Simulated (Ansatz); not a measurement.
Working through a test of the smearing width of Si2W, space group I4/mmm

Computed with the Ansatz DFT code, driven from Python.

At the Python prompt:
```pycon
>>> import warnings
>>> import ansatz as az
>>> import numpy as np
>>> from tabulate import tabulate
>>> XC = 'PBEsol'
>>> warnings.simplefilter('ignore', az.DeckWarning)
>>> vectors = np.array([
...     [-1.6069, 1.6069, 3.91495],
...     [1.6069, -1.6069, 3.91495],
...     [1.6069, 1.6069, -3.91495],
... ])
>>> structure = (
...     az.Lattice.of(vectors)
...     .atom('Si', (0.3347, 0.3347, 0.0))
...     .atom('Si', (0.6653, 0.6653, 0.0))
...     .atom('W', (0.0, 0.0, 0.0))
... )
>>> len(structure.resolved().sites)
3
>>> base = (
...     structure.calculation()
...     .basis(41 * az.Ry)
...     .kpoints(14)
...     .functional(XC)
... )
>>> rows = []
>>> for value in [0.5, 0.3, 0.2, 0.1]:
...     r = base.occupations('methfessel_paxton', width=value).run().report
...     rows.append((value, r['free_energy_ev'] / len(r['lattice']['sites']), r['n_iterations'], r['n_kpoints']))
...
>>> print(tabulate(rows, headers=['width (eV)', 'F/atom (eV)', 'iterations', 'k-points'], floatfmt='.4f', tablefmt='grid'))
+--------------+---------------+--------------+------------+
|   width (eV) |   F/atom (eV) |   iterations |   k-points |
+==============+===============+==============+============+
|       0.5000 |    -3833.6298 |            5 |        244 |
+--------------+---------------+--------------+------------+
|       0.3000 |    -3833.6314 |            5 |        244 |
+--------------+---------------+--------------+------------+
|       0.2000 |    -3833.6317 |            5 |        244 |
+--------------+---------------+--------------+------------+
|       0.1000 |    -3833.6318 |            5 |        244 |
+--------------+---------------+--------------+------------+
>>> # the last row is the reference
>>> for row in rows[:-1]:
...     shift = 1000 * (row[1] - rows[-1][1])
...     print(f'{row[0]}: {shift:+.2f} meV/atom' + ('  (within 5 meV)' if abs(shift) < 5 else ''))
...
0.5: +2.00 meV/atom  (within 5 meV)
0.3: +0.41 meV/atom  (within 5 meV)
0.2: +0.06 meV/atom  (within 5 meV)
```

Going from 0.1 to 0.5 eV changes F by +2.0 meV an atom. This scheme is built to cancel the term in the square of the width, so the shifts stay small and are partly the mesh's error.

The run is spin-unpolarised. The narrowest width needs the finest mesh, so the last row is no converged reference. Spin-orbit coupling, which matters for elements this heavy, is left out. The starting cell is as deposited in a crystallographic database; the results hold for this polymorph, which needn't be the stable one. Processor time in the engine: 22 s on 1 thread of Intel(R) Xeon(R) Processor @ 2.30GHz, with other jobs on the host, peak memory 0.66 GiB.
